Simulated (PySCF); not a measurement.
# WH₄: triplet, from a square planar start

The task is one start of a wider search on WH₄: the triplet, from a square planar start. It is relaxed, tested by its Hessian and followed downhill if it is a saddle.

The runs use PySCF 2.14.0; BP86, basis W def2-TZVP with ECP60, H def2-TZVP, scalar-relativistic core potentials, no spin–orbit coupling, density fitting.

### 1 Starting geometry

5 atoms, charge 0, spin multiplicity 3.

Bond lengths: W1–H2 1.690 Å, W1–H3 1.690 Å, W1–H4 1.690 Å, W1–H5 1.690 Å. Angles: H2–W1–H3 90.0°, H2–W1–H4 180.0°, H2–W1–H5 90.0°, H3–W1–H4 90.0°, H3–W1–H5 180.0°, H4–W1–H5 90.0°.

```xyz
5
charge 0 multiplicity 3
W     0.0000    0.0000    0.0000
H     1.6900    0.0000    0.0000
H     0.0000    1.6900    0.0000
H    -1.6900    0.0000    0.0000
H     0.0000   -1.6900    0.0000
```

### 2 Finding the electronic state

The steps below are one call of a driver around PySCF. For each, scf.py gives the equivalent set-up of the SCF; relaxations use the driver's own optimiser. The state is first sought with PBE. After this first run the driver tries any further starts and a stability analysis.

Contents of scf.py:

```python
from pyscf import gto, scf, dft
mol = gto.M(atom='''
W      0.000000     0.000000     0.000000
H      1.690000     0.000000     0.000000
H      0.000000     1.690000     0.000000
H     -1.690000     0.000000     0.000000
H     -0.000000    -1.690000     0.000000''',
    basis={'W': 'def2-TZVP', 'H': 'def2-TZVP'},
    ecp={'W': 'def2-TZVP'},
    charge=0, spin=2)
mf = dft.UKS(mol, xc='PBE')
mf.grids.atom_grid = (50, 194)
aux = {'W': 'def2-universal-JKFIT', 'H': 'def2-universal-JKFIT'}
mf = mf.density_fit(auxbasis=aux)
mf.conv_tol = 1e-08
mf.diis_space = 10
mf.max_cycle = 60
mf.init_guess = 'minao'
mf.verbose = 4
mf.kernel()
```

Command:

```console
$ OMP_NUM_THREADS=2 python axn.py task.json out
```

What it wrote, shortened:

```text
[... the frontier levels of the middle cycles are left out ...]
init E= -50.4949373428239
[... the frontier-level lines of each cycle are left out ...]
cycle= 1 E= -69.0763054477936  delta_E= -18.6  |g|= 0.433  |ddm|=  4.8
cycle= 2 E= -67.4146730518332  delta_E= 1.66  |g|= 1.56  |ddm|= 2.12
cycle= 3 E= -69.1889001110273  delta_E= -1.77  |g|= 0.193  |ddm|= 1.72
cycle= 4 E= -69.1628744304315  delta_E= 0.026  |g|= 0.226  |ddm|= 1.03
cycle= 5 E= -69.2052682472375  delta_E= -0.0424  |g|= 0.181  |ddm|= 0.747
cycle= 6 E= -69.2000756508752  delta_E= 0.00519  |g|= 0.152  |ddm|= 0.722
cycle= 7 E= -69.2121414331487  delta_E= -0.0121  |g|= 0.148  |ddm|= 0.721
cycle= 8 E= -69.1926340053277  delta_E= 0.0195  |g|= 0.173  |ddm|= 0.72
cycle= 9 E= -69.1933616474621  delta_E= -0.000728  |g|= 0.171  |ddm|= 0.00736
cycle= 10 E= -69.2178685881184  delta_E= -0.0245  |g|= 0.121  |ddm|= 0.72
cycle= 11 E= -69.1978448526867  delta_E= 0.02  |g|= 0.168  |ddm|= 0.721
cycle= 12 E= -69.2063172333469  delta_E= -0.00847  |g|= 0.156  |ddm|= 0.143
cycle= 13 E= -69.2193240300339  delta_E= -0.013  |g|= 0.112  |ddm|= 0.721
cycle= 14 E= -69.1895010096769  delta_E= 0.0298  |g|= 0.195  |ddm|= 0.723
[... 46 cycles left out ...]
SCF not converged.
init E= -50.4949373428239
[... 14 cycles left out ...]
cycle= 15 E= -69.2082707686671  delta_E= -0.00446  |g|= 0.135  |ddm|= 0.93
cycle= 16 E= -69.2116083946774  delta_E= -0.00334  |g|= 0.112  |ddm|= 0.929
cycle= 17 E= -69.2076177839262  delta_E= 0.00399  |g|= 0.12  |ddm|= 0.519
cycle= 18 E= -69.2084203026431  delta_E= -0.000803  |g|= 0.134  |ddm|= 0.93
cycle= 19 E= -69.2075491410002  delta_E= 0.000871  |g|= 0.12  |ddm|= 0.929
cycle= 20 E= -69.2083431071906  delta_E= -0.000794  |g|= 0.135  |ddm|= 0.929
SCF not converged.
init E= -69.2083431071906
cycle= 1 E= -69.2112175517572  delta_E= -0.00287  |g|= 0.129  |ddm|= 0.303
cycle= 2 E= -69.2114444745156  delta_E= -0.000227  |g|= 0.127  |ddm|= 0.292
cycle= 3 E= -69.2197530960628  delta_E= -0.00831  |g|= 0.0165  |ddm|= 0.131
cycle= 4 E= -69.2199536870064  delta_E= -0.000201  |g|= 0.00111  |ddm|= 0.0211
cycle= 5 E= -69.2199565526481  delta_E= -2.87e-06  |g|= 0.00033  |ddm|= 0.00393
cycle= 6 E= -69.2199568935938  delta_E= -3.41e-07  |g|= 9.44e-05  |ddm|= 0.00135
cycle= 7 E= -69.2199569347674  delta_E= -4.12e-08  |g|= 3.63e-05  |ddm|= 0.000464
cycle= 8 E= -69.2199569411656  delta_E= -6.4e-09  |g|= 1.4e-05  |ddm|= 0.000168
Extra cycle  E= -69.0720226638958  delta_E= 0.148  |g|= 0.46  |ddm|= 1.21
SCF not converged.
macro= 0  E= -69.1974223010124  delta_E= -0.1254  |g|= 0.0334588  3 KF 9 JK
macro= 1  E= -69.1984475253348  delta_E= -0.00102522  |g|= 0.00270197  2 KF 8 JK
macro= 2  E= -69.1984475326203  delta_E= -7.28546e-09  |g|= 6.95155e-05  1 KF 4 JK
macro X = 3  E=-69.1984475326203  |g|= 6.95155e-05  total 7 KF 25 JK
converged SCF energy = -69.1984475326203  <S^2> = 4.0352338  2S+1 = 4.1401613
```

This step, with its further starts and checks, took 37 s on 2 threads of Intel Xeon Platinum 8488C (Sapphire Rapids), shared host.

Energies from each starting density:

| start | energy (Eh) |
| --- | --- |
| the minimal-basis guess | -69.198448 |
| a thermally smeared density | -69.231910 |

Where DIIS stalls, the driver goes on with a level shift of 0.3 Eh and then with a second-order solver.

The first run landed in a state that is too high. Following the other starts and the instabilities gains 89.9 kJ/mol (-69.23270 Eh), and the work goes on from there.

### 3 Square planar start, triplet: relaxation

The program finds D4h symmetry in the start, which this walk keeps.

scf.py, as its differences from that of step 2:

```diff
@@ -7 +7 @@
-H     -0.000000    -1.690000     0.000000''',
+H      0.000000    -1.690000     0.000000''',
@@ -11 +11 @@
-mf = dft.UKS(mol, xc='PBE')
+mf = dft.UKS(mol, xc='B88,P86')
@@ -18 +17,0 @@
-mf.init_guess = 'minao'
```

Steps of the walk:

| step | energy (Eh) | change (kJ/mol) | largest symmetric gradient (Eh/bohr) |
| --- | --- | --- | --- |
| 0 | -69.330460 | 0.00 | 0.04296 |
| 1 | -69.346296 | -41.58 | 0.01914 |
| 2 | -69.350957 | -53.81 | 0.00466 |
| 3 | -69.351294 | -54.70 | 0.00066 |
| 4 | -69.351301 | -54.72 | 0.00001 |

The walk took 19 s.

End point (D4h, 4 steps, 54.7 kJ/mol gained): W–H 1.831 Å (×4); H–W–H 90.0° (×4), H–W–H 180.0° (×2). A gradient of 0.0114 Eh/bohr that breaks the symmetry is left: this electronic state wants a lower symmetry.

### 4 Releasing the symmetry

The geometry is nudged along the force that breaks the symmetry.

The program finds D2 symmetry in the start, which may break. The walk stops when the largest gradient is under 0.0003 Eh/bohr and the energy has settled too.

scf.py, as its differences from that of step 3:

```diff
@@ -3,5 +3,5 @@
-W      0.000000     0.000000     0.000000
-H      1.690000     0.000000     0.000000
-H      0.000000     1.690000     0.000000
-H     -1.690000     0.000000     0.000000
-H      0.000000    -1.690000     0.000000''',
+W      0.000000    -0.000000     0.000000
+H      1.831369     0.020888     0.045667
+H      0.020888     1.831369    -0.045667
+H     -1.831369    -0.020888     0.045667
+H     -0.020888    -1.831369    -0.045667''',
```

Energy and gradient, step by step:

| step | energy (Eh) | change (kJ/mol) | largest gradient (Eh/bohr) |
| --- | --- | --- | --- |
| 0 | -69.356297 | 0.00 | 0.01275 |
| 1 | -69.379833 | -61.80 | 0.02526 |
| 2 | -69.417635 | -161.04 | 0.02194 |
| 3 | -69.457165 | -264.83 | 0.02615 |
| 4 | -69.482624 | -331.67 | 0.01923 |
| 5 | -69.495921 | -366.58 | 0.00589 |
| 6 | -69.498722 | -373.94 | 0.00173 |
| 7 | -69.499070 | -374.85 | 0.00025 |
| 8 | -69.499081 | -374.88 | 0.00014 |
| 9 | -69.499082 | -374.88 | 0.00008 |

The walk took 14 s.

Geometry (Å) and forces (eV/Å) at some steps:

```
step 0
W    0.000   0.000   0.000   0.000   0.000   0.000
H    1.831   0.021   0.046  -0.061   0.262   0.656
H    0.021   1.831  -0.046   0.262  -0.061  -0.656
H   -1.831  -0.021   0.046   0.061  -0.262   0.656
H   -0.021  -1.831  -0.046  -0.262   0.061  -0.656
step 1
W    0.000   0.000   0.000   0.005   0.004   0.000
H    1.825   0.059   0.194  -0.563  -0.030   1.298
H    0.059   1.825  -0.194  -0.030  -0.563  -1.298
H   -1.825  -0.059   0.194   0.557   0.031   1.299
H   -0.059  -1.825  -0.194   0.030   0.557  -1.299
step 5
W    0.000   0.000   0.000  -0.002  -0.002   0.000
H    1.491   0.028   0.871  -0.300  -0.038   0.137
H    0.028   1.491  -0.871  -0.038  -0.300  -0.137
H   -1.491  -0.028   0.872   0.303   0.038   0.135
H   -0.028  -1.491  -0.872   0.038   0.303  -0.135
step 9
W    0.000   0.000   0.000   0.000   0.000   0.000
H    1.397   0.002   0.989   0.002  -0.004  -0.001
H    0.002   1.397  -0.989  -0.004   0.002   0.001
H   -1.397  -0.002   0.989  -0.002   0.004  -0.001
H   -0.003  -1.397  -0.989   0.004  -0.002   0.001
```

End point (Td, 9 steps, 374.9 kJ/mol gained): W–H 1.712 Å (×4); H–W–H 109.5° (×6).

### 5 Vibrations and properties at this point

On the finer grid the gradient is checked again; gradients at displacements of ±0.02 bohr then give force constants and infrared intensities.

scf.py, as its differences from that of step 4:

```diff
@@ -3,5 +3,5 @@
-W      0.000000    -0.000000     0.000000
-H      1.831369     0.020888     0.045667
-H      0.020888     1.831369    -0.045667
-H     -1.831369    -0.020888     0.045667
-H     -0.020888    -1.831369    -0.045667''',
+W     -0.000000    -0.000000    -0.000000
+H      1.397938    -0.000092     0.988276
+H     -0.000101     1.397928    -0.988290
+H     -1.397735    -0.000092     0.988563
+H     -0.000101    -1.397744    -0.988549''',
@@ -12 +12 @@
-mf.grids.atom_grid = (50, 194)
+mf.grids.atom_grid = (75, 302)
@@ -15 +15 @@
-mf.conv_tol = 1e-08
+mf.conv_tol = 1e-10
```

The driver hands on the density of the step before, so the log starts near convergence.

SCF at the final geometry:

```text
init E= -69.4991592287142
[... the frontier-level lines of each cycle are left out ...]
cycle= 1 E= -69.4991592285446  delta_E= 1.7e-10  |g|= 2.18e-05  |ddm|= 3.61e-05
cycle= 2 E= -69.4991592281011  delta_E= 4.44e-10  |g|= 3.51e-05  |ddm|= 5.77e-05
cycle= 3 E= -69.4991592288195  delta_E= -7.18e-10  |g|= 2.8e-06  |ddm|= 3.57e-05
cycle= 4 E= -69.4991592288242  delta_E= -4.69e-12  |g|= 1.87e-08  |ddm|= 2.48e-06
Extra cycle  E= -69.4991592288237  delta_E= 4.83e-13  |g|= 1.62e-08  |ddm|= 4.86e-08
converged SCF energy = -69.4991592288237  <S^2> = 2.0163714  2S+1 = 3.0108945
```

The whole step took 16 s.

Geometry: Td; W–H 1.712 Å (×4); H–W–H 109.5° (×6).

Harmonic modes (main isotopes):

```csv
symmetry,ω (cm⁻¹),IR (km/mol),μ (u)
t2,572,278,1.02
e,666,0.0,1.01
t2,1937,507,1.02
a1,1973,0.0,1.01
```

No imaginary mode, so this is a minimum.

Constants and moments:

| Quantity | Value |
| --- | --- |
| Dipole moment | 0.00 D |
| Highest occupied level | -5.35 eV |
| Lowest empty level | -3.34 eV |
| Rotational constants | 2.14, 2.14, 2.14 cm⁻¹ |
| Zero-point energy | 64.8 kJ/mol |
| Principal polarisabilities | 48.9, 48.9, 48.9 bohr³ |
| Atomisation energy without zero-point energy | 1243 kJ/mol |
| Principal traceless quadrupole moments about the centre of mass | 0.00, 0.00, 0.00 D Å |
| Entropy at 298.15 K and 1 bar (electronic part: spin only) | 246.1 J/(mol K) |
| Heat capacity Cp at 298.15 K | 54.7 J/(mol K) |
| Enthalpy at 298.15 K above 0 K | 11.98 kJ/mol |
| Rotational symmetry number | 12 |
| Spin squared ⟨S²⟩ | 2.016 |

Charges (e) and bond orders:

| atom | Mulliken | Löwdin | polar tensor | spin (Mulliken) | Mayer order to W1 |
| --- | --- | --- | --- | --- | --- |
| W1 | 0.41 | 0.27 | 0.99 | 2.32 | – |
| H2,3,4,5 | -0.10 | -0.07 | -0.25 | -0.08 | 0.99 |

Mulliken populations on W1 (outside its core potential): s 2.87, p 6.27, d 4.44, f 0.02.

### 6 Summary of results

| quantity | value |
| --- | --- |
| minimum | triplet, Td |
| geometry | W–H 1.712 Å (×4); H–W–H 109.5° (×6) |
| wavenumbers (cm⁻¹) | 572 (t2), 666 (e), 1937 (t2), 1973 (a1) |
| dipole moment | 0.00 D |
| highest occupied, lowest empty level (either spin) | -5.35, -3.34 eV |
| polar-tensor charge of W1 | +0.99 e |
| zero-point energy | 64.8 kJ/mol |
| entropy at 298.15 K | 246.1 J/(mol K) |
| atomisation energy (no zero-point energy) | 1243 kJ/mol |
| ⟨S²⟩ | 2.016 |

What this shows: The square planar start (D4h) ends in a minimum of Td symmetry. In the infrared the band at 1937 cm⁻¹ (t2, stretch) leads. W1 has a polar-tensor charge of +1.0 e (a dipole derivative, not a static charge), yet symmetry cancels the bond dipoles. Most of the spin sits on W1 (Mulliken spin 2.32, against 2 for the whole molecule). The first SCF alone would have been 90 kJ/mol too high. Other starts or spin states, not run here, may lie lower. Open d and f shells are described by one determinant, and the ground state may have another occupation or spin. Spin–orbit coupling, left out here, can matter for elements this heavy.

The search up to here took 87 s on 2 threads of Intel Xeon Platinum 8488C (Sapphire Rapids), shared host.
